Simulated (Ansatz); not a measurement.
# FH2O2STa: how energies converge with the basis set

The task here is to estimate one member of a computed series from the others.

Program: Ansatz 0.2.0, Gaussian basis. Level of theory: one geometry, several basis sets. These are calculated values, not measurements.

Plan: PBE0-D4/def2-SVP; ωB97M-V/def2-SVP; PBE0-D4/def2-QZVPP; ωB97M-V/def2-QZVPP; the functionals' def2-TZVPP values are taken from earlier runs.

## The relaxed structure

An earlier PBE0-D4 in a triple-zeta def2 set relaxation fixed the geometry. Ta takes the def2 core potential; no spin-orbit term is included.

7 atoms, charge 0, spin multiplicity 1.

Atoms are counted from 1 here; the program's logs count them from 0.

Bond lengths: O1–Ta2 1.884 Å, O1–H6 0.958 Å, Ta2–O3 1.884 Å, Ta2–F4 1.873 Å, Ta2–S5 2.162 Å, O3–H7 0.958 Å. Angles: Ta2–O1–H6 131.6°, O1–Ta2–O3 108.4°, O1–Ta2–F4 109.6°, O1–Ta2–S5 109.6°, O3–Ta2–F4 109.6°, O3–Ta2–S5 109.6°, F4–Ta2–S5 110.0°, Ta2–O3–H7 131.6°.

Set-up of the first run:

The input, in.yaml:

```yaml
crystal:
  periodic: [false, false, false]
  atoms:
    - {symbol: O, position_ang: [-1.430585, 0.554731, 0.771011]}
    - {symbol: Ta, position_ang: [-0.085738, -0.149867, -0.344943]}
    - {symbol: O, position_ang: [1.148854, -1.083606, 0.729457]}
    - {symbol: F, position_ang: [-0.851521, -1.324031, -1.587524]}
    - {symbol: S, position_ang: [0.921418, 1.461966, -1.375630]}
    - {symbol: H, position_ang: [-1.734843, 1.452284, 0.911848]}
    - {symbol: H, position_ang: [2.093615, -0.979378, 0.850181]}
basis:
  gaussian: {orbitals: def2-SVP}
hamiltonian: {xc: pbe0, dispersion: d4}
output: {orbitals: {seedname: orbitals}}
```

Command:

```bash
> ansatz run in.yaml --threads 4 --pin off --events-out ev --progress --plain --max-ram 10444MiB
```

Steps of the session up to this table: PBE0-D4 in def2-SVP; ωB97M-V in def2-SVP; PBE0-D4 in def2-QZVPP; ωB97M-V in def2-QZVPP.

One of the session's tables, all rows but one given; the rest of the session is left out.

It belongs to the step «Functionals by basis». 

| functional | basis | HOMO (eV) |
| --- | --- | --- |
| PBE0-D4 | def2-SVP | -7.77 |
| PBE0-D4 | def2-TZVPP | -7.74 |
| PBE0-D4 | def2-QZVPP | -7.77 |
| ωB97M-V | def2-SVP | -9.84 |
| ωB97M-V | def2-TZVPP | -9.84 |
| ωB97M-V | def2-QZVPP | ? |

Q: Estimate the row for ωB97M-V, def2-QZVPP from the others.

As computed: HOMO (eV): -9.87. In the column «HOMO (eV)» it is the lowest.
